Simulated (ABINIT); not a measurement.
# Ta3Cu: single point with PBEsol

Ta3Cu:

```
CELL_PARAMETERS angstrom
-2.00651 2.00651 4.20817
2.00651 -2.00651 4.20817
2.00651 2.00651 -4.20817
ATOMIC_POSITIONS crystal
Ta 0.50000 0.50000 0.00000
Ta 0.25000 0.75000 0.50000
Ta 0.75000 0.25000 0.50000
Cu 0.00000 0.00000 0.00000
```

The cell comes from a database or a generator and needn't be the stable form of this composition.

- Program: ABINIT 10.8.3 (patched build)
- Task: single point
- Functional: PBEsol
- Potentials or basis: JTH PAW PBE v2.0
- Cutoff: 707 eV
- k mesh: 9 × 9 × 9
- Occupations: fermi-dirac, width 0.05 eV
- Spin: no spin polarisation

| Property | Result |
| --- | --- |
| Pressure | -6.2 GPa |
| Band gap on the k mesh | none (metal or under the smearing width) |
| Valence electrons inside the program's atomic spheres | Ta 10.59, 10.61; Cu 17.34 |

Stress tensor (GPa, compression positive):
```
-6.04  0.00  0.00
 0.00 -6.04  0.00
 0.00  0.00 -6.40
```

Levels at points of the mesh, in eV from the Fermi level:
```
           k point  band 26  band 27  band 28  band 29  band 30  band 31  band 32  band 33
(0.00, 0.00, 0.00)    -1.65    -1.65    -0.17    -0.17     0.07     1.98     2.23     2.44
```

Run time: 11 min on 1 thread of Arm Neoverse V2, on a shared host, peak memory 0.37 GiB.

Caveat: the PAW data sets were made with another functional, which shifts forces and pressure a little. The run has no spin-orbit coupling, so splittings on Ta are missing.
